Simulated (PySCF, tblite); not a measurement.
**heptafluorobutyric acid (C4HF7O2): geometry, infrared bands, NMR shifts, spin-spin couplings and electronic excitations**

Wanted: the infrared bands, NMR shifts, spin-spin couplings and electronic excitations of heptafluorobutyric acid (C4HF7O2) (`O=C(O)C(F)(F)C(F)(F)C(F)(F)F`), by calculation.

The runs use tblite 0.8.0 and PySCF 2.14.0, with density-fitted response routines of our own; the level of theory stands in each step. All values are computed, except where a source is named. Atoms are numbered from 0 throughout.

## 1. Starting geometry

14 atoms, charge 0, multiplicity 1; geometry from: force field or distance geometry start.

Bonds of the start (Å): O0–C1 1.28, C1–O2 1.39, C1–C3 1.48, C3–F4 1.40, C3–F5 1.38, C3–C6 1.50, C6–F7 1.38, C6–F8 1.38, C6–C9 1.51, C9–F10 1.36, C9–F11 1.40, C9–F12 1.37, O2–H13 1.00.

## 2. Geometry optimisation with GFN2-xTB

The job: settings as JSON, then the geometry in Å.

```
{"job": {"kind": "relax", "xc": "GFN2-xTB", "basis": "xTB"}, "charge": 0, "multiplicity": 1}
O      1.781000    -0.051300     1.722300
C      1.433800    -0.215000     0.502900
O      2.194800     0.326400    -0.522800
C      0.242400    -1.001000     0.130300
F     -0.336200    -1.608600     1.253300
F      0.630900    -2.030600    -0.707300
C     -0.771300    -0.208300    -0.639100
F     -0.192900     0.265000    -1.803300
F     -1.807900    -1.091200    -0.886200
C     -1.369000     0.930200     0.154800
F     -0.438700     1.839900     0.565900
F     -2.296800     1.549800    -0.683900
F     -2.082100     0.420700     1.213300
H      3.011200     0.873600    -0.322600
```

Started as:

```
OMP_NUM_THREADS=2 python probes_run.py task.json out
```

One launch serves the whole session: the jobs run in the order shown.

**Question.** This job is followed by: GFN2-xTB harmonic vibrations, gas phase; PBE0-D3(BJ)/def2-SVP geometry optimisation, gas phase; GIAO PBE0/pcSseg-1 NMR shielding, non-relativistic, gas phase; B3LYP/pcJ-1 indirect spin-spin coupling, non-relativistic, gas phase; TDDFT wB97X-D/def2-SVPD, vertical, gas phase, core orbitals frozen in the response; GIAO KT2/pcSseg-2 NMR shielding, non-relativistic, gas phase. Predict these results of the whole session: strongest single infrared mode (GFN2-xTB); zero-point energy (GFN2-xTB); point group; rotational constants (main isotopes); ¹³C shifts against TMS (PBE0/pcSseg-1); ¹H shifts against TMS (PBE0/pcSseg-1); ¹⁷O shifts against H2O (PBE0/pcSseg-1); ¹⁹F shifts against CFCl3 (PBE0/pcSseg-1, means over atoms taken as alike); largest coupling of the table (B3LYP/pcJ-1); lowest singlet (wB97X-D/def2-SVPD); brightest single state of those computed; lowest triplet; range of the shift of O0.

**Answer**, as computed:

| quantity | value |
| --- | --- |
| strongest single infrared mode (GFN2-xTB) | 1143 cm⁻¹, 560 km/mol |
| zero-point energy (GFN2-xTB) | 36.7 kcal/mol |
| point group | C1 |
| rotational constants (main isotopes) | 1.13, 0.75, 0.68 GHz |
| ¹³C shifts against TMS (PBE0/pcSseg-1) | 164.5, 123.2, 111.9, 110.7 ppm |
| ¹H shifts against TMS (PBE0/pcSseg-1) | 6.41 ppm |
| ¹⁷O shifts against H2O (PBE0/pcSseg-1) | 450.8, 207.0 ppm |
| ¹⁹F shifts against CFCl3 (PBE0/pcSseg-1, means over atoms taken as alike) | -92.6, -139.0, -146.9 ppm |
| largest coupling of the table (B3LYP/pcJ-1) | ¹J(C,F) C9–F10, -356.2 Hz |
| lowest singlet (wB97X-D/def2-SVPD) | 5.65 eV (220 nm), f = 0.002 |
| brightest single state of those computed | state 4, 8.85 eV, f = 0.128 |
| lowest triplet | 5.13 eV |
| range of the shift of O0 | 412.2 to 450.8 ppm |

In words: Relaxing lowered the energy by 1.066 eV in 72 steps; the close pair that moved most is O0–C1, from 1.278 to 1.188 Å (GFN2-xTB). All 36 modes are real, so the xTB geometry is a minimum. The strongest single mode, at 1143 cm⁻¹, is spread over several atoms, C9, H13, O2 among them. GFN2-xTB is a fitted tight-binding method: band positions and strengths are rough. Its intensities can rank the bands wrongly. The optimisation took 11 steps and gained 0.127 eV; among the close pairs (by a distance rule), C3–F4 changed most, from 1.359 to 1.332 Å (PBE0/def2-SVP). No frequency check was run at this level, so the end point may be a saddle. At PBE0/pcSseg-1: The widest tensor belongs to O0: span 655 ppm, with a paramagnetic part of -516 ppm. Of the pairs tabulated at B3LYP/pcJ-1, C9–F10 (mean over like pairs) couples most strongly (-356.2 Hz; Fermi contact -327.8 Hz). Couplings across rotatable bonds belong to this one conformer; where others are populated, the observed values are averages. Density functionals describe couplings to fluorine poorly, F–F couplings above all, so those rows are rough. The acid proton is that of the lone molecule; in solution hydrogen bonds move it to about 10 to 13 ppm. The lowest singlet, at 5.65 eV, is HOMO→LUMO 0.95 and is weak; of the 10 states computed, the strongest absorption comes from state 4 at 8.85 eV. The lowest triplet lies 0.51 eV below the lowest singlet (triplets in Tamm-Dancoff, singlets in full TDDFT). In ppm, O0 moves most: its shift spreads over 38.5 ppm, from 412.2 (KT2/pcSseg-2) to 450.8 (PBE0/pcSseg-1).
